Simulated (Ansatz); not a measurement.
# C₂H₅Te radical: one species, many methods

The task here is to estimate one member of a computed series from the others.

Computed with Ansatz 0.2.0, Gaussian basis. Level: functionals in def2-TZVPP, the program's frozen cores in correlated methods.

Levels to be run: LDA (SPW92), PBE-D4, revPBE-D4, BLYP-D4, r2SCAN-D4, B97M-V, PBE0-D4, B3LYP-D4, r2SCANh-D4, r2SCAN0-D4, HSE06-D4, BHLYP-D4, CAM-B3LYP-D4, LC-ωPBE, ωB97X-V, ωB97M-V, B2PLYP, PBE-QIDH; CCSD(T)/def2-SVP; CCSD(T)/def2-TZVPP; MP2/def2-QZVPP; extrapolation to the limit; RPA on PBE.

1 further run of the same task is left out (for a known fault of the program).

### The geometry

An earlier PBE0-D4 in a triple-zeta def2 set relaxation fixed the geometry. Te takes the def2 core potential; no spin-orbit term is included.

SMILES `[CH2][Te]C`, 8 atoms, charge 0, spin multiplicity 2.

Atoms are counted from 1 here; the program's logs count them from 0.

Bond lengths: C1–Te2 2.028 Å, C1–H4 1.081 Å, C1–H5 1.081 Å, Te2–C3 2.133 Å, C3–H6 1.089 Å, C3–H7 1.088 Å, C3–H8 1.088 Å. Angles: Te2–C1–H4 120.5°, Te2–C1–H5 119.3°, H4–C1–H5 120.2°, C1–Te2–C3 95.8°, Te2–C3–H6 107.6°, Te2–C3–H7 109.2°, Te2–C3–H8 109.2°, H6–C3–H7 109.9°, H6–C3–H8 109.9°, H7–C3–H8 110.9°.

Coordinates:

```
C    -0.7655    0.9315   -1.2356
Te    0.3221    1.3031    0.4349
C     0.6197   -0.7433    0.9558
H    -0.9742   -0.0849   -1.5396
H    -1.1331    1.7610   -1.8223
H     1.2097   -0.7677    1.8707
H     1.1597   -1.2426    0.1542
H    -0.3462   -1.2141    1.1260
```

The first run:

The input, in.yaml:

```yaml
crystal:
  periodic: [false, false, false]
  atoms:
    - {symbol: C, position_ang: [-0.765482, 0.931452, -1.235648]}
    - {symbol: Te, position_ang: [0.322058, 1.303101, 0.434855]}
    - {symbol: C, position_ang: [0.619674, -0.743309, 0.955821]}
    - {symbol: H, position_ang: [-0.974193, -0.084852, -1.539551]}
    - {symbol: H, position_ang: [-1.133141, 1.761019, -1.822297]}
    - {symbol: H, position_ang: [1.209694, -0.767681, 1.870691]}
    - {symbol: H, position_ang: [1.159654, -1.242609, 0.154195]}
    - {symbol: H, position_ang: [-0.346164, -1.214119, 1.126035]}
basis:
  gaussian: {orbitals: def2-TZVPP}
magnetization: {spin_polarized: true, initial_magnetization: 1}
hamiltonian: {xc: lda}
output: {orbitals: {seedname: orbitals}}
```

The run is started by

```sh
ansatz run in.yaml --threads 4 --pin off --events-out ev --progress --plain --max-ram 10444MiB
```

Among the steps run: LDA; PBE-D4 (GGA); revPBE-D4 (GGA); BLYP-D4 (GGA); r2SCAN-D4 (meta-GGA); B97M-V (meta-GGA); PBE0-D4 (hybrid); B3LYP-D4 (hybrid); r2SCANh-D4 (hybrid); r2SCAN0-D4 (hybrid); HSE06-D4 (hybrid); BHLYP-D4 (hybrid); CAM-B3LYP-D4 (range-separated); LC-ωPBE (range-separated); ωB97X-V (range-separated); ωB97M-V (range-separated); B2PLYP (double hybrid); PBE-QIDH (double hybrid).

One of the session's tables, all rows but one given; the rest of the session is left out.

It belongs to the step «Orbital energies across the functionals». 

| functional | HOMO (eV) | LUMO (eV) | gap (eV) |
| --- | --- | --- | --- |
| LDA (SPW92) | -3.81 | -2.86 | 0.95 |
| PBE-D4 | -3.79 | -2.45 | 1.34 |
| revPBE-D4 | -3.75 | -2.33 | 1.42 |
| BLYP-D4 | -3.61 | -2.38 | 1.23 |
| r2SCAN-D4 | -4.14 | -1.91 | 2.23 |
| B97M-V | -4.03 | -2.16 | 1.87 |
| PBE0-D4 | -4.95 | -1.42 | 3.54 |
| B3LYP-D4 | -4.69 | -1.76 | 2.94 |
| r2SCANh-D4 | -4.56 | -1.55 | 3.01 |
| r2SCAN0-D4 | -5.18 | -1.01 | 4.17 |
| HSE06-D4 | -4.56 | -1.80 | 2.76 |
| BHLYP-D4 | -5.90 | -0.37 | 5.53 |
| CAM-B3LYP-D4 | -6.18 | -0.42 | 5.76 |
| LC-ωPBE | -7.54 | 0.87 | 8.40 |
| ωB97X-V | ? | ? | ? |
| ωB97M-V | -6.93 | 0.35 | 7.29 |

Estimate the missing values for ωB97X-V.

**Answer.** HOMO (eV): -7.10; LUMO (eV): 0.50; gap (eV): 7.59. In the column «HOMO (eV)» it lies between LC-ωPBE (-7.54) and ωB97M-V (-6.93).
